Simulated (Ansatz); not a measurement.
# CS2: the cost of one run

Program: Ansatz 0.2.0. Level of theory: DFT r2SCAN+D3(BJ), plane waves, PAW, scalar-relativistic, no spin polarisation. These are calculated values, not measurements.

**1. The starting structure**

The cell holds 24 atoms (C8S16): a = 8.963 Å, b = 8.963 Å, c = 8.963 Å, α = 90.00°, β = 90.00°, γ = 90.00°.

Its coordinates follow in the input file.

**2. Relaxing the start**

The input, input.yaml:

```yaml
accuracy: low
crystal:
  lattice:
    - [8.962809, 0.0, 0.0]
    - [0.0, 8.962809, 0.0]
    - [0.0, 0.0, 8.962809]
  atoms:
    - { symbol: S, position: [0.7632505, 0.7048742, 0.0353987] }
    - { symbol: C, position: [0.6236872, 0.7414837, 0.1329668] }
    - { symbol: S, position: [0.484124, 0.7780933, 0.230535] }
    - { symbol: S, position: [0.1681374, 0.2328931, 0.4708463] }
    - { symbol: C, position: [0.1761262, 0.300989, 0.3107313] }
    - { symbol: S, position: [0.184115, 0.3690849, 0.1506163] }
    - { symbol: S, position: [0.9094533, 0.6619231, 0.7195873] }
    - { symbol: C, position: [0.8878579, 0.5618808, 0.5786515] }
    - { symbol: S, position: [0.8662625, 0.4618385, 0.4377158] }
    - { symbol: S, position: [0.4790689, 0.9604343, 0.6009827] }
    - { symbol: C, position: [0.6307158, 0.9715456, 0.6859383] }
    - { symbol: S, position: [0.7823626, 0.9826568, 0.770894] }
    - { symbol: S, position: [0.5410468, 0.3405117, 0.9985426] }
    - { symbol: C, position: [0.5175769, 0.4266188, 0.8489684] }
    - { symbol: S, position: [0.4941071, 0.5127258, 0.6993943] }
    - { symbol: S, position: [-0.0493976, 1.0222689, 0.2503206] }
    - { symbol: C, position: [0.0184334, 0.8677745, 0.2070989] }
    - { symbol: S, position: [0.0862644, 0.71328, 0.1638771] }
    - { symbol: S, position: [0.2102478, -0.046436, 0.8358228] }
    - { symbol: C, position: [0.2463721, 0.1209319, 0.8038738] }
    - { symbol: S, position: [0.2824963, 0.2882997, 0.7719248] }
    - { symbol: S, position: [0.9259624, 0.194036, 0.9966835] }
    - { symbol: C, position: [0.8320076, 0.2558783, 0.8636958] }
    - { symbol: S, position: [0.7380529, 0.3177206, 0.7307081] }
basis:
  ecutwfc: 500.0
kpoints:
  mp_grid: { grid: [1, 1, 1] }
hamiltonian:
  xc: r2scan
  dispersion: d3bj
scf:
  occupations: { method: fermi_dirac, width: 0.02 }
  lower_state_search: "off"
relax:
  f_tol: 0.3
  max_steps: 15
  adjacent_minimum: "off"
```

Launch:

```
$ ansatz run input.yaml --threads 2 --pin off --max-ram 5120MiB --backend cpu --events-out ev --progress --plain --runs-dir out
```

Q: Estimate wall time and peak memory on 2 threads of Arm Neoverse V1, shared host.

About 4.4 min, with a peak of 1.2 GiB.
